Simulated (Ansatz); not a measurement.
# SiH₃I: basis-set convergence

The task here is to estimate one member of a computed series from the others.

Computed with Ansatz 0.2.0, Gaussian basis. Level: one geometry, several basis sets.

The runs, in order: PBE0-D4/def2-SVP; ωB97M-V/def2-SVP; PBE0-D4/def2-QZVPP; ωB97M-V/def2-QZVPP; the functionals' def2-TZVPP values are taken from earlier runs.

### Structure used throughout

An earlier PBE0-D4 in a triple-zeta def2 set relaxation fixed the geometry. I takes the def2 core potential; no spin-orbit term is included.

5 atoms, charge 0, spin multiplicity 1.

Atoms are counted from 1 here; the program's logs count them from 0.

Bond lengths: Si1–I2 2.439 Å, Si1–H3 1.481 Å, Si1–H4 1.481 Å, Si1–H5 1.481 Å. Angles: I2–Si1–H3 108.5°, I2–Si1–H4 108.5°, I2–Si1–H5 108.5°, H3–Si1–H4 110.5°, H3–Si1–H5 110.5°, H4–Si1–H5 110.5°.

Set-up of the first run:

The input, in.yaml:

```yaml
crystal:
  periodic: [false, false, false]
  atoms:
    - {symbol: Si, position_ang: [-0.165557, 0.069306, -0.077267]}
    - {symbol: I, position_ang: [1.907674, -0.923347, 0.737771]}
    - {symbol: H, position_ang: [-1.144427, 0.089006, 1.033911]}
    - {symbol: H, position_ang: [-0.671278, -0.755686, -1.198394]}
    - {symbol: H, position_ang: [0.123488, 1.447020, -0.537320]}
basis:
  gaussian: {orbitals: def2-SVP}
hamiltonian: {xc: pbe0, dispersion: d4}
output: {orbitals: {seedname: orbitals}}
```

Among the steps run: PBE0-D4 in def2-SVP; ωB97M-V in def2-SVP; PBE0-D4 in def2-QZVPP; ωB97M-V in def2-QZVPP.

One of the session's tables, all rows but one given; the rest of the session is left out.

It belongs to the step «Density functionals: the series». 

```
functional       basis  HOMO (eV)
   PBE0-D4    def2-SVP          ?
   PBE0-D4  def2-TZVPP      -7.73
   PBE0-D4  def2-QZVPP      -7.74
   ωB97M-V    def2-SVP      -9.76
   ωB97M-V  def2-TZVPP      -9.86
   ωB97M-V  def2-QZVPP      -9.87
```

Q: Estimate the row for PBE0-D4, def2-SVP from the others.

The run gave: HOMO (eV): -7.67. In the column «HOMO (eV)» it is the highest.
